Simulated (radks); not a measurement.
# Ionisation of Ba³⁺: one atom, several choices of exchange strength α

The task here is to estimate one member of a computed series from the others.

Program: radks (a radial shooting solver on a logarithmic mesh, Libxc functionals) version 1. Level of theory: Dirac Kohn-Sham, spin-unpolarised, spherical densities, point nucleus; open shells fill j = l - 1/2 first. These are calculated values, not measurements, unless marked.

## Starting point

```
element       : barium (Z = 56)
charge        : +3
electrons     : 53
configuration : [Kr] 4d10 5s2 5p5
ion           : Ba⁴⁺, [Kr] 4d10 5s2 5p4
choices       : α = 0.667; α = 0.682; α = 0.704; α = 0.728; α = 0.793; α = 0.804; α = 0.933; α = 0.983
```

Set-up of the first run:

The run's settings:

```text
Z 56
configuration [Kr] 4d10 5s2 5p5
relativity Dirac
functional xalpha 0.667
spin unpolarised
j_filling energy
nucleus point
c 137.035999084
```

Steps of the session up to this table: α = 0.667: Ba³⁺.

One of the session's tables, all rows but one given; the rest of the session is left out.

It belongs to the step «α = 0.667: Ba³⁺». From the orbitals of this run (lengths in bohr):

```
level     <r>  outermost maximum (interpolated)  90 % within  nodes
4s1/2  0.6741                             0.625        0.970      3
4p1/2  0.6969                             0.637         1.02      2
4p3/2  0.7245                             0.662         1.06      2
4d3/2  0.7944                             0.691         1.20      1
4d5/2       ?                                 ?            ?      ?
5s1/2   1.605                              1.46         2.30      4
5p1/2   1.791                              1.60         2.59      3
5p3/2   1.863                              1.66         2.70      3
```

Q: Estimate the row for 4d5/2 from the others.

**Answer.** <r>: 0.8044; outermost maximum (interpolated): 0.699; 90 % within: 1.21; nodes: 1. In the column «<r>» it lies between 4d3/2 (0.7944) and 5s1/2 (1.605).

To keep in mind: Spin polarisation and multiplet splitting are left out, so open shells lie too high by an amount that depends on their filling.
